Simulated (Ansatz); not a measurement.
**CH₉AlSi₂: one species, many methods**

The task here is to estimate one member of a computed series from the others.

The runs use Ansatz 0.2.0, Gaussian basis; functionals in def2-TZVPP, the program's frozen cores in correlated methods.

The runs, in order: LDA (SPW92), PBE-D4, revPBE-D4, BLYP-D4, r2SCAN-D4, B97M-V, PBE0-D4, B3LYP-D4, r2SCANh-D4, r2SCAN0-D4, HSE06-D4, BHLYP-D4, CAM-B3LYP-D4, LC-ωPBE, ωB97X-V, ωB97M-V, B2PLYP, PBE-QIDH; CCSD(T)/def2-SVP; CCSD(T)/def2-TZVPP; MP2/def2-QZVPP; extrapolation to the limit; RPA on PBE.

## The geometry

The geometry comes from an earlier relaxation with PBE0-D4 in a triple-zeta def2 set; it is a stationary point, not always the lowest conformer.

SMILES `[CH3][Al]([SiH3])[SiH3]`, 13 atoms, charge 0, spin multiplicity 1.

Atoms are counted from 1 here; the program's logs count them from 0.

Bond lengths: C1–Al2 1.956 Å, C1–H5 1.092 Å, C1–H6 1.096 Å, C1–H7 1.095 Å, Al2–Si3 2.464 Å, Al2–Si4 2.462 Å, Si3–H8 1.491 Å, Si3–H9 1.494 Å, Si3–H10 1.494 Å, Si4–H11 1.492 Å, Si4–H12 1.493 Å, Si4–H13 1.493 Å. Angles: Al2–C1–H5 113.4°, Al2–C1–H6 110.2°, Al2–C1–H7 110.6°, H5–C1–H6 108.0°, H5–C1–H7 108.2°, H6–C1–H7 106.2°, C1–Al2–Si3 118.5°, C1–Al2–Si4 122.5°, Si3–Al2–Si4 119.0°, Al2–Si3–H8 113.6°, Al2–Si3–H9 111.0°, Al2–Si3–H10 111.1°, H8–Si3–H9 107.1°, H8–Si3–H10 107.2°, H9–Si3–H10 106.5°, Al2–Si4–H11 114.1°, Al2–Si4–H12 110.7°, Al2–Si4–H13 110.7° and more.

Set-up of the first run:

The input, in.yaml:

```yaml
crystal:
  periodic: [false, false, false]
  atoms:
    - {symbol: C, position_ang: [-0.781212, 1.807703, -0.883549]}
    - {symbol: Al, position_ang: [-0.094595, 0.148480, -0.108264]}
    - {symbol: Si, position_ang: [1.646512, 0.295773, 1.629223]}
    - {symbol: Si, position_ang: [-0.909836, -2.069653, -0.798070]}
    - {symbol: H, position_ang: [-1.525818, 1.645220, -1.665536]}
    - {symbol: H, position_ang: [-1.237827, 2.428285, -0.104342]}
    - {symbol: H, position_ang: [0.035987, 2.401020, -1.307845]}
    - {symbol: H, position_ang: [2.093618, -1.031275, 2.140178]}
    - {symbol: H, position_ang: [1.164016, 1.080476, 2.805135]}
    - {symbol: H, position_ang: [2.858821, 1.001330, 1.115723]}
    - {symbol: H, position_ang: [-1.962327, -2.030131, -1.854313]}
    - {symbol: H, position_ang: [-1.479406, -2.807998, 0.368136]}
    - {symbol: H, position_ang: [0.212467, -2.903931, -1.321576]}
basis:
  gaussian: {orbitals: def2-TZVPP}
hamiltonian: {xc: lda}
output: {orbitals: {seedname: orbitals}}
```

Steps of the session up to this table: LDA; PBE-D4 (GGA); revPBE-D4 (GGA); BLYP-D4 (GGA); r2SCAN-D4 (meta-GGA); B97M-V (meta-GGA); PBE0-D4 (hybrid); B3LYP-D4 (hybrid); r2SCANh-D4 (hybrid); r2SCAN0-D4 (hybrid); HSE06-D4 (hybrid); BHLYP-D4 (hybrid); CAM-B3LYP-D4 (range-separated); LC-ωPBE-D4 (range-separated; the results give it without D4); ωB97X-V (range-separated); ωB97M-V (range-separated); B2PLYP (double hybrid); PBE-QIDH (double hybrid).

One of the session's tables, all rows but one given; the rest of the session is left out.

It belongs to the step «Frontier levels by functional». 

```
  functional  HOMO (eV)  LUMO (eV)  gap (eV)
 LDA (SPW92)      -6.13      -2.99      3.14
      PBE-D4      -6.05      -2.81      3.25
   revPBE-D4      -6.02      -2.71      3.31
     BLYP-D4          ?          ?         ?
   r2SCAN-D4      -6.27      -2.62      3.65
      B97M-V      -6.33      -2.79      3.55
     PBE0-D4      -7.06      -2.07      4.99
    B3LYP-D4      -6.87      -2.23      4.64
  r2SCANh-D4      -6.64      -2.36      4.28
  r2SCAN0-D4      -7.19      -1.97      5.22
    HSE06-D4      -6.67      -2.44      4.24
    BHLYP-D4      -7.96      -1.25      6.71
CAM-B3LYP-D4      -8.27      -1.07      7.20
     LC-ωPBE      -9.53      -0.03      9.50
     ωB97X-V      -9.23      -0.15      9.07
     ωB97M-V      -8.97      -0.43      8.55
```

**Question.** Estimate the row for BLYP-D4.

Worked estimate for «HOMO (eV)». Against the share of exact exchange, B3LYP-D4 (0.2, -6.87), BHLYP-D4 (0.5, -7.96) give a slope of -3.63 per unit share; at 0 the line stands at -6.14.

As computed: HOMO (eV): -5.91; LUMO (eV): -2.66; gap (eV): 3.25. In «HOMO (eV)» the line misses by -0.23.
